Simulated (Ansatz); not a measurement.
# Ta16H2C: the cost of one run

Program: Ansatz 0.2.0. Level of theory: DFT PBE, plane waves, PAW, scalar-relativistic, no spin polarisation. These are calculated values, not measurements.

## (1) The starting structure

The cell holds 19 atoms (CH2Ta16): a = 6.620 Å, b = 5.733 Å, c = 18.022 Å, α = 90.00°, β = 90.00°, γ = 54.74°.

The coordinates stand in the first input below.

## (2) End point A

Input file input.yaml:

```yaml
crystal:
  lattice:
    - [6.62, 0.0, 0.0]
    - [3.31, 4.681047, 0.0]
    - [0.0, 0.0, 18.02157]
  atoms:
    - { symbol: Ta, position: [-0.25, 0.5, 0.0554891] }
    - { symbol: Ta, position: [0.25, 0.5, 0.0554891] }
    - { symbol: Ta, position: [-0.25, 1.0, 0.0554891] }
    - { symbol: Ta, position: [0.25, 1.0, 0.0554891] }
    - { symbol: Ta, position: [0.0, 0.0, 0.1853625] }
    - { symbol: Ta, position: [0.5, 0.0, 0.1853625] }
    - { symbol: Ta, position: [0.0, 0.5, 0.1853625] }
    - { symbol: Ta, position: [0.5, 0.5, 0.1853625] }
    - { symbol: Ta, position: [-0.25, 0.5, 0.315236] }
    - { symbol: Ta, position: [0.25, 0.5, 0.315236] }
    - { symbol: Ta, position: [-0.25, 1.0, 0.315236] }
    - { symbol: Ta, position: [0.25, 1.0, 0.315236] }
    - { symbol: Ta, position: [0.0, 0.0, 0.4451094] }
    - { symbol: Ta, position: [0.5, 0.0, 0.4451094] }
    - { symbol: Ta, position: [0.0, 0.5, 0.4451094] }
    - { symbol: Ta, position: [0.5, 0.5, 0.4451094] }
    - { symbol: C, position: [0.0004275, 0.2243107, 0.5660755] }
    - { symbol: H, position: [0.164646, 0.0888991, 0.599369] }
    - { symbol: H, position: [-0.163791, 0.3597224, 0.599369] }
basis:
  ecutwfc: 420.0
kpoints:
  mp_grid: { grid: [3, 4, 1] }
hamiltonian:
  xc: pbe
scf:
  occupations: { method: gaussian, width: 0.05 }
  lower_state_search: "off"
relax:
  f_tol: 0.03
  max_steps: 60
  adjacent_minimum: "off"
  constraints: [{ sites: [0, 1, 2, 3] }]
```

Command:

```console
> ansatz run input.yaml --threads 4 --pin off --max-ram 10240MiB --backend cpu --events-out ev --progress --plain --runs-dir out
```

**Question.** How long does this run take on 4 threads of Intel Xeon Platinum 8488C (Sapphire Rapids), shared host, and how much memory does it need?

About 2.4 min, with a peak of 1.7 GiB.
